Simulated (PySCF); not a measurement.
# C4H2F3O2: the cost of one run

Computed with PySCF 2.14.0 and routines of our own; the level stands in each step. Atoms count from 0.

## 1. The system as given

11 atoms, charge -1, multiplicity 1; geometry from: GFN2-xTB.

## 2. Geometry optimisation at PBE0-D3(BJ)/def2-SVP

Job settings and geometry (Å):

```
{"job": {"xc": "PBE0", "basis": "def2-SVP", "d3": "d3bj", "grid": 2, "kind": "geom"}, "charge": -1, "multiplicity": 1}
O     -1.114748    -2.079663     0.449879
C     -1.206645    -0.861866     0.339524
C     -0.188379     0.072006     0.028854
C     -0.464179     1.451142    -0.060191
O     -1.547915     2.006363     0.106694
C      1.178673    -0.432751    -0.200878
F      2.092706     0.529959    -0.497025
F      1.728779    -1.085935     0.859435
F      1.292832    -1.314611    -1.231478
H     -2.185939    -0.362339     0.489978
H      0.420238     2.080365    -0.310757
```

Started as:

```bash
OMP_NUM_THREADS=1 python excited_run.py task.json out
```

This one command runs all jobs of the session in turn.

**Question.** How long does this first job take on 1 thread of Arm Neoverse V2, shared host, and how much memory does it need?

About 65 s, with a peak of 0.75 GiB.
